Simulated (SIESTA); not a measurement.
Slab: Te3MoWS, a slab with vacuum.

```xyz
12
Lattice="3.4506 0.0000 0.0000 -1.7253 2.9883 0.0000 0.0000 0.0000 39.3334" Properties=species:S:1:pos:R:3 pbc="T T T"
W     0.0000    1.9922   25.8625
W     0.0000    0.0000   18.4737
Te    0.0000    0.0000   24.0021
Te    0.0000    0.0000    9.2352
Te    0.0000    1.9922    5.5429
Te    0.0000    1.9922    1.8411
Te    0.0000    0.0000   27.7242
Te    0.0000    0.0000   12.9369
Mo    0.0000    1.9922   11.0889
Mo    0.0000    0.0000    3.6914
S     0.0000    1.9922   19.9651
S     0.0000    1.9922   16.9808
```

```yaml
Program: SIESTA 5.4.2
Task: single point
Functional: PBEsol
Potentials_or_basis: PseudoDojo 0.4 standard (PBEsol files)
Basis: DZP (energy shift 0.003 Ry; two zetas on semicore shells)
Grid_cutoff: 800 Ry
Energy_shift: 0.003 Ry
k_mesh: 9 × 9 × 1
Occupations: fermi-dirac, width 0.05 eV
Spin: no spin polarisation
```

On this cell: largest force 0.162 eV/Å; band gap on the k mesh none (metal or under the smearing width).

The same run follows on a disturbed copy (atoms moved at random, drawn with an rms of 0.05 Å):

```
W Te Mo S
1.0
     3.45063    0.00000    0.00000
    -1.72532    2.98834    0.00000
     0.00000    0.00000   39.33343
W Te Mo S
2 6 2 2
Direct
  0.33009 0.67772 0.65694
  0.99776 0.01077 0.46997
  0.00182 0.99269 0.61015
  0.98872 0.01223 0.23399
  0.34074 0.67893 0.14121
  0.33144 0.67761 0.04551
  0.99161 0.99865 0.70439
  0.98669 0.98412 0.32977
  0.33850 0.67539 0.28277
  0.01448 0.99349 0.09340
  0.32267 0.65048 0.50647
  0.33133 0.66321 0.43341
```

Q: What changes?

A: The energy (extrapolated to zero smearing) moves by +20.1 meV/atom; largest force 1.366 eV/Å; band gap on the k mesh none (metal or under the smearing width).

Forces on the atoms (eV/Å):
```
W    0.428 -0.702  0.374
W    0.367 -1.093 -0.079
Te  -0.390  0.424 -0.464
Te   0.356 -0.021  0.620
Te   0.386 -0.355 -0.223
Te   0.583 -0.360  0.299
Te  -0.037  0.277  0.019
Te   0.172  0.464  0.116
Mo  -0.521 -0.445 -0.750
Mo  -0.979  0.717  0.005
S   -0.148  0.731  1.145
S   -0.219  0.362 -1.062
```

Stress tensor (GPa, compression positive):
```
-0.67 -0.14  0.03
-0.14 -1.26  0.46
 0.03  0.46  0.19
```

Caveats: short orbitals over semicore shells can move pressures by several GPa; the basis of atomic orbitals isn't converged, which shifts pressures, moduli and gaps.
